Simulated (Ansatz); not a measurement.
**C₃H₁₁GaO: how energies converge with the basis set**

One table from this session's results is given with a row withheld; the runs are named, their logs left out.

Program: Ansatz 0.2.0, Gaussian basis. Level of theory: one geometry, several basis sets. These are calculated values, not measurements.

Plan: PBE0-D4/def2-SVP; ωB97M-V/def2-SVP; PBE0-D4/def2-QZVPP; ωB97M-V/def2-QZVPP; the functionals' def2-TZVPP values are taken from earlier runs.

## Structure used throughout

An earlier PBE0-D4 in a triple-zeta def2 set relaxation fixed the geometry.

16 atoms, charge 0, spin multiplicity 1.

Atoms are counted from 1 here; the program's logs count them from 0.

Bond lengths: C1–O2 1.426 Å, C1–H6 1.088 Å, C1–H7 1.092 Å, C1–H8 1.092 Å, O2–Ga3 2.186 Å, O2–H9 0.962 Å, Ga3–C4 1.990 Å, Ga3–C5 1.983 Å, Ga3–H10 1.585 Å, C4–H11 1.094 Å, C4–H12 1.094 Å, C4–H13 1.093 Å, C5–H14 1.094 Å, C5–H15 1.094 Å, C5–H16 1.092 Å. Angles: O2–C1–H6 106.3°, O2–C1–H7 111.3°, O2–C1–H8 110.3°, H6–C1–H7 109.2°, H6–C1–H8 109.4°, H7–C1–H8 110.2°, C1–O2–Ga3 117.5°, C1–O2–H9 109.9°, Ga3–O2–H9 110.6°, O2–Ga3–C4 98.3°, O2–Ga3–C5 96.3°, O2–Ga3–H10 94.8°, C4–Ga3–C5 118.4°, C4–Ga3–H10 117.9°, C5–Ga3–H10 120.0°, Ga3–C4–H11 109.7°, Ga3–C4–H12 112.0°, Ga3–C4–H13 112.7° and more.

Set-up of the first run:

The input, in.yaml:

```yaml
crystal:
  periodic: [false, false, false]
  atoms:
    - {symbol: C, position_ang: [-0.163840, 0.696257, -2.210612]}
    - {symbol: O, position_ang: [0.054963, 1.088878, -0.857365]}
    - {symbol: Ga, position_ang: [-0.638938, -0.267022, 0.710954]}
    - {symbol: C, position_ang: [0.447434, -1.858654, 0.213942]}
    - {symbol: C, position_ang: [-0.038161, 0.843209, 2.240804]}
    - {symbol: H, position_ang: [-1.220591, 0.448314, -2.290496]}
    - {symbol: H, position_ang: [0.431757, -0.181930, -2.470500]}
    - {symbol: H, position_ang: [0.067254, 1.522511, -2.885979]}
    - {symbol: H, position_ang: [0.981311, 1.311485, -0.726552]}
    - {symbol: H, position_ang: [-2.156241, -0.231065, 0.253877]}
    - {symbol: H, position_ang: [0.285526, -2.658252, 0.943429]}
    - {symbol: H, position_ang: [1.519598, -1.639930, 0.217132]}
    - {symbol: H, position_ang: [0.180326, -2.262788, -0.765771]}
    - {symbol: H, position_ang: [-0.356024, 0.386105, 3.182599]}
    - {symbol: H, position_ang: [1.051200, 0.933546, 2.283220]}
    - {symbol: H, position_ang: [-0.468574, 1.846636, 2.205414]}
basis:
  gaussian: {orbitals: def2-SVP}
hamiltonian: {xc: pbe0, dispersion: d4}
output: {orbitals: {seedname: orbitals}}
```

Run with:

```console
$ ansatz run in.yaml --threads 4 --pin off --events-out ev --progress --plain --max-ram 11315MiB
```

Among the steps run: PBE0-D4 in def2-SVP; ωB97M-V in def2-SVP; PBE0-D4 in def2-QZVPP; ωB97M-V in def2-QZVPP.

One table of the session follows, with a row left open; its other results are not shown here.

It belongs to the step «Density functionals: the series». 

```
functional       basis  HOMO (eV)  LUMO (eV)
   PBE0-D4    def2-SVP          ?          ?
   PBE0-D4  def2-TZVPP      -7.00       0.10
   PBE0-D4  def2-QZVPP      -7.01      -0.19
   ωB97M-V    def2-SVP      -9.14       2.29
   ωB97M-V  def2-TZVPP      -9.23       1.61
   ωB97M-V  def2-QZVPP      -9.24       1.04
```

**Question.** Estimate the row for PBE0-D4, def2-SVP.

The run gave: HOMO (eV): -6.92; LUMO (eV): 0.60. In the column «HOMO (eV)» it is the highest.
